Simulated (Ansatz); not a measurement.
## CH₄Cl₂SSn, SMILES [CH3][Sn]([SH])([Cl])[Cl]: a geometry optimisation, step by step

Program: Ansatz's Python interface.

The cells in order, each with its output:

```python
import itertools

import ansatz as az
from ase.data import atomic_numbers, covalent_radii
import numpy as np
```

```python
system = (
    az.Crystal.molecule()
    .atom('C', (-1.2919, -0.261, 0.3069))
    .atom('Sn', (0.5402, 0.2403, -0.6165))
    .atom('S', (2.2592, -0.9889, 0.49))
    .atom('Cl', (0.5571, -0.3505, -2.8941))
    .atom('Cl', (0.9651, 2.5449, -0.4394))
    .atom('H', (-1.539, -1.2878, 0.2018))
    .atom('H', (-2.1181, 0.3545, -0.2109))
    .atom('H', (-1.2708, 0.0827, 1.3609))
    .atom('H', (1.9866, -0.3805, 1.7842))
)

calculation = system.calculation()
calculation = calculation.basis(gaussian='def2-SVP').functional('pbe0')
symbols = [site.symbol for site in system.cartesian_sites]
start = np.array([site.position_ang for site in system.cartesian_sites], dtype=float)
def progress(event):
    if event['event'] == 'relax_step':
        row = event['data']
        print(f'step {row["step"]:3d}  E = {row["lagrangian_ev"]:.6f} eV  largest force component {row["allowed_force_max_ev_ang"]:.4f} eV/A')
```

```python
data = calculation.relax(force_tolerance=0.005).session().plan().execute(on_event=progress).report
end = np.array(data['positions_ang'])
```

    step   1  E = -42792.285587 eV  largest force component 2.7769 eV/A
    step   2  E = -42792.464787 eV  largest force component 0.7408 eV/A
    step   3  E = -42792.543505 eV  largest force component 0.3155 eV/A
    step   4  E = -42792.550757 eV  largest force component 0.0836 eV/A
    step   5  E = -42792.549626 eV  largest force component 0.2039 eV/A
    step   6  E = -42792.552108 eV  largest force component 0.0107 eV/A
    step   7  E = -42792.552515 eV  largest force component 0.0122 eV/A
    step   8  E = -42792.551802 eV  largest force component 0.2528 eV/A
    step   9  E = -42792.553116 eV  largest force component 0.0494 eV/A
    step  10  E = -42792.553405 eV  largest force component 0.1456 eV/A
    [... 36 cycles left out ...]
    step  47  E = -42792.593458 eV  largest force component 0.0009 eV/A
    step  48  E = -42792.593512 eV  largest force component 0.0047 eV/A
    step  49  E = -42792.593499 eV  largest force component 0.0420 eV/A
    step  50  E = -42792.593537 eV  largest force component 0.0104 eV/A
    step  51  E = -42792.593544 eV  largest force component 0.0177 eV/A
    step  52  E = -42792.593556 eV  largest force component 0.0097 eV/A
    step  53  E = -42792.593490 eV  largest force component 0.0204 eV/A
    step  54  E = -42792.593564 eV  largest force component 0.0053 eV/A
    step  55  E = -42792.593542 eV  largest force component 0.0148 eV/A
    step  56  E = -42792.593579 eV  largest force component 0.0034 eV/A

```python
for key in ('converged', 'free_energy_ev', 'reference_energy_ev', 'n_frozen', 'n_occupied', 'n_virtual'):
    print(f'{key:22s} {data[key]}')
```

    converged              True
    free_energy_ev         -42792.593608216666
    reference_energy_ev    -42792.593608216666
    n_frozen               0
    n_occupied             [41, 41]
    n_virtual              [73, 73]

```python
radius = [covalent_radii[atomic_numbers[s]] for s in symbols]
span = lambda where, i, j: np.linalg.norm(where[i] - where[j])
bonded = [(i, j) for i, j in itertools.combinations(range(len(symbols)), 2) if min(span(start, i, j), span(end, i, j)) < 1.2 * (radius[i] + radius[j])]
print('pair        before    after (A)')
for i, j in bonded:
    print(f'{symbols[i]}{i}-{symbols[j]}{j}'.ljust(10), f'{span(start, i, j):8.4f} {span(end, i, j):8.4f}')
```

    pair        before    after (A)
    C0-Sn1       2.1120   2.1279
    C0-H5        1.0613   1.0982
    C0-H6        1.1531   1.0978
    C0-H7        1.1088   1.0981
    Sn1-S2       2.3854   2.4016
    Sn1-Cl3      2.3530   2.3492
    Sn1-Cl4      2.3501   2.3493
    S2-H8        1.4558   1.3518

```python
charges = data['charge_distribution']
print('dipole moment', round(4.803205 * float(np.linalg.norm(charges['dipole_moment_e_ang'])), 3), 'D')
print('Mulliken:', [(s, round(q, 3)) for s, q in zip(symbols, charges['mulliken_charges_e'])])
with open('ch4cl2ssn_opt.xyz', 'w') as handle:
    handle.write(f'{len(symbols)}\nrelaxed CH4Cl2SSn\n')
    handle.writelines(f'{s:2s} {x:11.6f} {y:11.6f} {z:11.6f}\n' for s, (x, y, z) in zip(symbols, end))
```

    dipole moment 2.393 D
    Mulliken: [('C', -0.352), ('Sn', 0.739), ('S', -0.259), ('Cl', -0.286), ('Cl', -0.286), ('H', 0.106), ('H', 0.111), ('H', 0.107), ('H', 0.12)]

File `ch4cl2ssn_opt.xyz` afterwards:
```text
9
relaxed CH4Cl2SSn
C    -1.562144   -0.237266    0.231725
Sn    0.459467    0.220857   -0.248952
S     2.038073   -0.978707    1.106273
Cl    0.890139   -0.237207   -2.512483
Cl    0.857773    2.525347   -0.026004
H    -1.698126   -1.326579    0.202279
H    -2.214554    0.243558   -0.508786
H    -1.784105    0.146853    1.236206
H     3.101876   -0.403155    0.502642
```

What to keep in mind:
- Total energies depend on the basis set; only differences at equal settings carry meaning.
- The end point is the stationary point reached from this start; no frequency run checks that it is a minimum, and the basis set is modest.
- def2 sets replace the cores of elements past krypton by effective core potentials.
- Timing: 7.9 min on 1 thread of Arm Neoverse V1 (shared host), peak memory 0.38 GiB.
